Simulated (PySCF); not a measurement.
# Cl3GeH3HfS: the cost of one run

Computed with PySCF 2.14.0; each step states its level. No surroundings beyond the atoms listed, unless a continuum is named. Atoms count from 0, parts from 1.

### Step 1. The system as given

Each species was relaxed by itself at PBE0-D3(BJ)/def2-SVP.

### Step 2. Reaction energy: wB97M-D3(BJ)/def2-TZVP

Job settings and geometry (Å):

```
{"job": {"kind": "react", "xc": "wB97M-D3(BJ)", "basis": "def2-TZVP"}, "charge": 0, "multiplicity": 1}
-1 GeH4S charge 0 multiplicity 1
Ge    -0.046250    -0.303120    -0.454810
S      0.934820     0.769100     1.236310
H      1.109970    -0.947960    -1.231310
H     -1.009210    -1.382430     0.071280
H     -0.813120     0.684060    -1.352790
H     -0.222890     1.234920     1.753930

-1 Cl4Hf charge 0 multiplicity 1
Cl    -1.295230     1.660710    -0.994380
Hf    -0.002080     0.000400    -0.001140
Cl     2.013100    -0.204810    -1.145330
Cl    -1.149820    -2.022470    -0.071450
Cl     0.434070     0.566160     2.212340

+1 Cl3GeH3HfS charge 0 multiplicity 1
Ge     0.687210     0.810910     1.432980
S      1.553860     0.155490    -0.539970
Hf    -0.489030    -0.744120    -1.401650
Cl    -1.077830    -2.660190    -0.195780
Cl    -2.146090     0.894330    -1.184360
Cl    -0.054660    -1.262230    -3.631080
H      1.733990     0.458760     2.495370
H      0.410990     2.316270     1.349640
H     -0.618450     0.030680     1.674750

+1 ClH charge 0 multiplicity 1
Cl     0.642950    -0.001620    -0.005600
H     -0.642040     0.002920     0.005830
```

Level: wB97M-D3(BJ)/def2-TZVP reaction energy of separated species, gas phase.

Started as:

```console
$ OMP_NUM_THREADS=1 python cluster_run.py task.json out
```

One launch serves the whole session: the jobs run in the order shown.

Q: Estimate the wall time and peak memory of this first job on 1 thread of Intel Xeon Platinum 8259CL at 2.50GHz, shared host.

About 68 s, with a peak of 1.2 GiB.
